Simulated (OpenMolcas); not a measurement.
# Rh²⁺ among point charges: CASSCF levels and susceptibility

Aim: the splitting of the states of Rh²⁺ in the field of 6 point charges, its lowest levels with spin-orbit coupling and its magnetic susceptibility.

Program: OpenMolcas 26.06. Level of theory: state-averaged CASSCF, spin-orbit coupling by RASSI with atomic mean-field integrals. These are calculated values, not measurements, unless marked.

1 further run of the same task is left out (it didn't finish).

### Step 1. What is computed

```
Species                           : Rh²⁺ (rhodium, Z = 45, 43 electrons)
Basis                             : ANO-RCC-VTZP [7s6p4d2f1g], 68 functions
Scalar Hamiltonian                : DKH2, point nucleus
Inactive shells                   : 1s 2s 2p 3s 3p 3d 4s 4p
Active space                      : 7 electrons in 5 orbitals (4d)
Some configurations of this space : 4d⁷
Orbitals                          : optimised for each spin and parity, averaged over all roots
```

The outer shells:

4d7
```
4d [↑↓][↑↓][↑ ][↑ ][↑ ]
```

The ion sits among 6 point charges of -1.36 e arranged as a tetragonal octahedron (D4h), 1.86 Å from the ion, with the axial distance 1.879 Å. The active orbitals were held to one l.

Each step is its own input file, run in one work folder so that later steps find the files of earlier ones. Labels, J, g values, rates, χT and fits are worked out afterwards by a script from the matrices that RASSI stores. The input lists half of the charges; inversion (Group=XYZ) makes the rest.

### Step 2. Basis and integrals

Contents of a.inp:

```
&GATEWAY
Coord
1

Rh 0.0 0.0 0.0
Basis=ANO-RCC-VTZP
Group=XYZ
NoMove
AngMom=0.0 0.0 0.0
AMFI
XField
3 Angstrom 0
1.860000 0.000000 0.000000 -1.360000
0.000000 1.860000 0.000000 -1.360000
0.000000 0.000000 1.878600 -1.360000
&SEWARD
```

Started as:

```bash
> OMP_NUM_THREADS=1 MOLCAS_MEM=1689 MOLCAS_PROJECT=a pymolcas a.inp > a.log
```

### Step 3. CASSCF: quartets of even parity, 10 roots

Contents of a.inp:

```
&RASSCF
FileOrb=start.orb
Symmetry=1
Spin=4
nActEl=7 0 0
Inactive=9 9
Ras2=5 0
CIRoot=10 10 1
SDav=10
CIMx=300
Iter=120 100
PrWF=0.3
OrbListing=Nothing
MaxOrb=0
SupSym
1
20 4 5 6 7 8 10 11 12 13 14 18 19 20 21 22 23 24 25 26 27
0
>>> COPY $Project.JobIph JOB001
```

start.orb holds the contracted functions of the basis, ordered by shell, or the orbitals of the step before.

### Step 4. CASSCF: doublets of even parity, 40 roots

Contents of a.inp:

```
&RASSCF
FileOrb=start.orb
Symmetry=1
Spin=2
nActEl=7 0 0
Inactive=9 9
Ras2=5 0
CIRoot=40 40 1
SDav=40
CIMx=300
Iter=120 100
PrWF=0.3
OrbListing=Nothing
MaxOrb=0
SupSym
1
20 4 5 6 7 8 10 11 12 13 14 18 19 20 21 22 23 24 25 26 27
0
>>> COPY $Project.JobIph JOB002
```

### Step 5. State interaction with spin-orbit coupling

Contents of a.inp:

```
&RASSI
NrOfJobIphs=2 10 40
1 2 3 4 5 6 7 8 9 10
1 2 3 4 5 6 7 8 9 10 11 12 13 14 15 16 17 18 19 20 21 22 23 24 25 26 27
28 29 30 31 32 33 34 35 36 37 38 39 40
IphNames
JOB001
JOB002
EJob
SpinOrbit
DIPRint=1.0
SOCoupling=1000.0
Subsets=2
Property=9
'ANGMOM' 1 'ANGMOM' 2 'ANGMOM' 3 'MLTPL  1' 1 'MLTPL  1' 2 'MLTPL  1' 3
'AMFI' 1 'AMFI' 2 'AMFI' 3
SOProperty=3
'ANGMOM' 1 'ANGMOM' 2 'ANGMOM' 3
```

Before running it: what results should come out? Wanted: spin-free ground state; first state of the same spin within the active space; lowest level; next level.

**Answer**, as computed:

| quantity | value |
| --- | --- |
| method | CASSCF |
| spin-free ground state | 4A2, 1-fold in its orbital part |
| first state of the same spin within the active space | 4E at 215 cm⁻¹ |
| lowest level | 2-fold E1/2, g = 3.85, 4.88, 4.88 |
| next level | 673.2 cm⁻¹ |
| χT at 300 K | 3.30 cm³ K/mol |
| effective moment at 300 K | 5.14 μB |

**Reading.** The spin-free ground state (4A2) comes to 95 % from free-ion F terms and keeps the highest spin of the shell. χT at 300 K is 3.30, against 1.88 cm³ K/mol for the spin alone, so orbital moment adds to it. An active space of the d shell alone favours high spin; real ions in strong fields can be low spin. The field of point charges can differ much from that of real complexes. With metal d orbitals alone active, the gaps between spin states are rough; where two lie within a few thousand cm-1, their order is open. This is an electrostatic model: the charges have no orbitals.
